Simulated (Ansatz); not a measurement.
**Si3Sn (ordered alloy on diamond lattice): optical response by level**

How does Si3Sn (ordered alloy on diamond lattice) absorb light if electrons and holes don't interact? Plan: HSE06 for the gap; optics with PBE on 6×6×4; optics with r2SCAN on 6×6×4; optics with PBE and scissors to the HSE06 gap on 6×6×4; optics with PBE with spin-orbit coupling on 4×4×4.

Computed with Ansatz 0.2.0 (plane waves, PAW; no local fields, no excitons, unless a step's input says otherwise).

## 1. The starting structure

The structure is tetragonal, space group P-4m2 (No. 115). Conventional cell: a = 4.038 Å, b = 4.038 Å, c = 5.749 Å, α = 90.00°, β = 90.00°, γ = 90.00°. Si (site symmetry 2mm) is surrounded by 2 Si at 2.40 Å and 2 Sn at 2.56 Å. Around Si (site symmetry -4m2) lie 4 Si at 2.40 Å. Sn (site symmetry -4m2) has 4 Si at 2.56 Å in its first shell of neighbours.

Coordinates:

```cif
data_structure
_symmetry_space_group_name_H-M 'P-4m2'
_symmetry_Int_Tables_number 115
_cell_length_a 4.0376
_cell_length_b 4.0376
_cell_length_c 5.7486
_cell_angle_alpha 90.000
_cell_angle_beta 90.000
_cell_angle_gamma 90.000
_cell_volume 93.72
loop_
_atom_site_label
_atom_site_type_symbol
_atom_site_symmetry_multiplicity
_atom_site_Wyckoff_symbol
_atom_site_fract_x
_atom_site_fract_y
_atom_site_fract_z
_atom_site_occupancy
Si1 Si 2 g 0.50000 0.00000 0.77460 1
Si2 Si 1 b 0.50000 0.50000 0.00000 1
Sn1 Sn 1 d 0.00000 0.00000 0.50000 1
```

Cell and atoms come from an earlier r2SCAN relaxation. Spin-orbit coupling, which matters for Sn, is in the runs so named alone.

## 2. The gap to aim at

Contents of input.yaml:

```yaml
crystal:
  lattice:
    - [4.037638911, 0.0, 0.0]
    - [0.0, 4.037638911, 0.0]
    - [0.0, 0.0, 5.7486205295]
  atoms:
    - { symbol: Si, position: [0.5, 0.0, 0.7746010627] }
    - { symbol: Si, position: [0.5, 0.5, 0.0] }
    - { symbol: Si, position: [0.0, 0.5, 0.2253989373] }
    - { symbol: Sn, position: [0.0, 0.0, 0.5] }
kpoints:
  mp_grid: { grid: [4, 4, 4] }
  band_path:
    path:
      - [0.0, 0.0, 0.0]
      - [0.0, 0.5, 0.0]
      - [0.5, 0.5, 0.0]
      - [0.0, 0.0, 0.5]
      - [0.0, 0.5, 0.5]
      - [0.5, 0.5, 0.5]
    npoints: 1
hamiltonian:
  xc: hse06
scf:
  occupations: { method: fixed }
  n_extra_bands: 5
output:
  forces: true
  stress: true
  eigenvalues: true
```

Command:

```
ansatz run input.yaml --threads 4 --pin off --max-ram 3686MiB --backend cpu --events-out ev --progress --plain --runs-dir out
```

After this run come: Optics, PBE; Optics, r2SCAN; Optics, PBE with a scissors shift; Optics, PBE with spin-orbit coupling.

Before running them: what should the planned runs give, taken together? Wanted: ε∞, PBE; ε∞, r2SCAN; tallest peak of ε₂, PBE; tallest peak of ε₂, r2SCAN; tallest peak of ε₂, PBE with spin-orbit coupling; HSE06 direct gap.

The runs gave:

| quantity | value |
| --- | --- |
| ε∞, PBE | 15.83 (xx, yy), 15.99 (zz) |
| ε∞, r2SCAN | 13.50 (xx, yy), 13.74 (zz) |
| ε∞, PBE + 0.54 eV scissors | 13.59 (xx, yy), 13.78 (zz) |
| tallest peak of ε₂, PBE | 41.4 at 3.45 eV |
| tallest peak of ε₂, r2SCAN | 37.2 at 3.80 eV |
| tallest peak of ε₂, PBE + 0.54 eV scissors | 41.4 at 4.00 eV |
| tallest peak of ε₂, PBE with spin-orbit coupling | 40.9 at 3.45 eV (complete to 10.2 eV) |
| HSE06 direct gap | 1.04 eV |

In words: From PBE to PBE + 0.54 eV scissors the direct gap grows from 0.50 to 1.04 eV, and ε∞ goes from 15.88 to 13.65 (mean of the axes). With a direct gap of only 0.50 eV, ε∞ hangs on the few k points next to it, so this mesh fixes it only roughly. The meshes differ between the runs, and peak heights and places move with the mesh, so part of any difference isn't the level's. The response is anisotropic: with PBE ε∞ is 15.83 (xx, yy), 15.99 (zz). Local fields and excitons are left out: both change ε∞, and without excitons the onset lacks its lines.
